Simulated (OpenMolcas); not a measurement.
# Pd³⁺ among point charges: CASSCF levels and susceptibility

How does a field of 5 point charges split the states of Pd³⁺, and what χT follows?

Program: OpenMolcas 26.06. Level of theory: state-averaged CASSCF, spin-orbit coupling by RASSI with atomic mean-field integrals. These are calculated values, not measurements, unless marked.

1 further run of the same task is left out (set aside as unsound or not needed).

### 1 Starting point

| Property | Result |
| --- | --- |
| Species | Pd³⁺ (palladium, Z = 46, 43 electrons) |
| Basis | ANO-RCC-VDZP [6s5p3d1f], 43 functions |
| Scalar Hamiltonian | DKH2, point nucleus |
| Inactive shells | 1s 2s 2p 3s 3p 3d 4s 4p |
| Active space | 7 electrons in 5 orbitals (4d) |
| Some configurations of this space | 4d7 |
| Orbitals | optimised for each spin and parity, averaged over all roots |

Outer shells as boxes (Hund's rule):

4d7
```
4d [↑↓][↑↓][↑ ][↑ ][↑ ]
```

The ion sits among 5 point charges of -2 e arranged as a trigonal bipyramid (D3h), 1.86 Å from the ion, with the axial distance 2.046 Å.

The work runs as a chain of OpenMolcas steps in one folder; each step below is one input file. Labels, J, g values, rates, χT and fits are worked out afterwards by a script from the matrices that RASSI stores.

### 2 GATEWAY and SEWARD: basis and integrals

Input file a.inp:

```
&GATEWAY
Coord
1

Pd 0.0 0.0 0.0
Basis=ANO-RCC-VDZP
Group=NoSym
NoMove
AngMom=0.0 0.0 0.0
AMFI
XField
5 Angstrom 0
1.860000 0.000000 0.000000 -2.000000
-0.930000 1.610807 0.000000 -2.000000
-0.930000 -1.610807 0.000000 -2.000000
0.000000 0.000000 2.046000 -2.000000
0.000000 0.000000 -2.046000 -2.000000
&SEWARD
```

Run with:

```console
$ OMP_NUM_THREADS=1 MOLCAS_MEM=1689 MOLCAS_PROJECT=a pymolcas a.inp > a.log
```

### 3 Reference wave functions, quartets, 10 roots

Input file a.inp:

```
&RASSCF
FileOrb=start.orb
Symmetry=1
Spin=4
nActEl=7 0 0
Inactive=18
Ras2=5
CIRoot=10 10 1
SDav=10
CIMx=300
Iter=120 100
PrWF=0.3
OrbListing=Nothing
MaxOrb=0
>>> COPY $Project.JobIph JOB001
```

start.orb holds the contracted functions of the basis, ordered by shell, or the orbitals of the step before.

### 4 CASSCF: doublets, 40 roots

Input file a.inp:

```
&RASSCF
FileOrb=start.orb
Symmetry=1
Spin=2
nActEl=7 0 0
Inactive=18
Ras2=5
CIRoot=40 40 1
SDav=40
CIMx=300
Iter=120 100
PrWF=0.3
OrbListing=Nothing
MaxOrb=0
>>> COPY $Project.JobIph JOB002
```

### 5 RASSI: spin-orbit coupling between the states

Input file a.inp:

```
&RASSI
NrOfJobIphs=2 10 40
1 2 3 4 5 6 7 8 9 10
1 2 3 4 5 6 7 8 9 10 11 12 13 14 15 16 17 18 19 20 21 22 23 24 25 26 27
28 29 30 31 32 33 34 35 36 37 38 39 40
IphNames
JOB001
JOB002
EJob
SpinOrbit
DIPRint=1.0
SOCoupling=1000.0
Subsets=2
Property=9
'ANGMOM' 1 'ANGMOM' 2 'ANGMOM' 3 'MLTPL  1' 1 'MLTPL  1' 2 'MLTPL  1' 3
'AMFI' 1 'AMFI' 2 'AMFI' 3
SOProperty=3
'ANGMOM' 1 'ANGMOM' 2 'ANGMOM' 3
```

**Question.** What will these runs give? Wanted: spin-free ground state; first state of the same spin within the active space; lowest level; next level.

As calculated:

| quantity | value |
| --- | --- |
| method | CASSCF |
| spin-free ground state | 4A2, 1-fold in its orbital part |
| first state of the same spin within the active space | 4A1 at 2700 cm⁻¹ |
| lowest level | 2-fold, g = 1.82, 6.07, 6.07 |
| next level | 604.0 cm⁻¹ |
| χT at 300 K | 3.62 cm³ K/mol |
| effective moment at 300 K | 5.38 μB |

In words: The spin-free ground state (4A2) comes to 95 % from free-ion F terms and keeps the highest spin of the shell. χT at 300 K is 3.62, against 1.88 cm³ K/mol for the spin alone, so orbital moment adds to it. An active space of the d shell alone favours high spin; real ions in strong fields can be low spin. The field of point charges can differ much from that of real complexes. With metal d orbitals alone active, the gaps between spin states are rough; where two lie within a few thousand cm-1, their order is open. This is an electrostatic model: the charges have no orbitals.
